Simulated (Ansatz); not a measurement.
# Er2GeSe: the cost of one run

Method: DFT PBE, scalar-relativistic, plane waves, PAW; 4f electrons in the core of a trivalent norm-conserving potential, in Ansatz 0.2.0.

### 1 The system as given

The structure is orthorhombic, space group Cmmm (No. 65). Conventional cell: a = 5.696 Å, b = 6.649 Å, c = 5.466 Å, α = 90.00°, β = 90.00°, γ = 90.00°. Er (site symmetry mmm) has 2 Er at 2.73 Å and 2 Se at 2.85 Å in its first shell of neighbours. Er (site symmetry mmm) is surrounded by 2 Er at 2.73 Å and 2 Ge at 2.85 Å. Ge (site symmetry mmm) has 2 Se at 2.73 Å and 2 Er at 2.85 Å in its first shell of neighbours. Se (site symmetry mmm) has 2 Ge at 2.73 Å and 2 Er at 2.85 Å in its first shell of neighbours.

Coordinates:

```
Er Ge Se
1.0
     2.84788   -3.32470    0.00000
     2.84788    3.32470    0.00000
     0.00000    0.00000    5.46565
Er Ge Se
2 1 1
Direct
  0.50000 0.50000 0.50000
  0.50000 0.50000 0.00000
  0.00000 0.00000 0.00000
  0.00000 0.00000 0.50000
```

Recipe of the guess: random cell by space group and Wyckoff sites (Cmmm, No. 65). The dimensions are guesses.

### 2 The guess as it stands, on a coarse mesh

The input, input.yaml:

```yaml
crystal:
  lattice:
    - [2.84788039, -3.32470251, 0.0]
    - [2.84788039, 3.32470251, 0.0]
    - [0.0, 0.0, 5.46565046]
  atoms:
    - { symbol: Er, position: [0.5, 0.5, 0.5] }
    - { symbol: Er, position: [0.5, 0.5, 0.0] }
    - { symbol: Ge, position: [0.0, 0.0, 0.0] }
    - { symbol: Se, position: [0.0, 0.0, 0.5] }
basis:
  ecutwfc: 770
kpoints:
  mp_grid: { grid: [4, 4, 4] }
hamiltonian:
  xc: pbe
  pseudopotentials:
    kind: paw
    azcp: { Er: "pseudopotentials/pbe/nc/lanthanide_3plus/Er.nc.azcp" }
scf:
  occupations: { method: gaussian, width: 0.1 }
  lower_state_search: "off"
output:
  forces: true
  stress: true
  eigenvalues: true
```

Command:

```
$ ansatz run input.yaml --threads 1 --pin off --max-ram 2560MiB --backend cpu --events-out ev --progress --plain --runs-dir out
```

Q: Estimate wall time and peak memory on 1 thread of Intel Xeon at 2.50GHz (Skylake/Cascade Lake), shared host.

About 24 s, with a peak of 0.5 GiB.
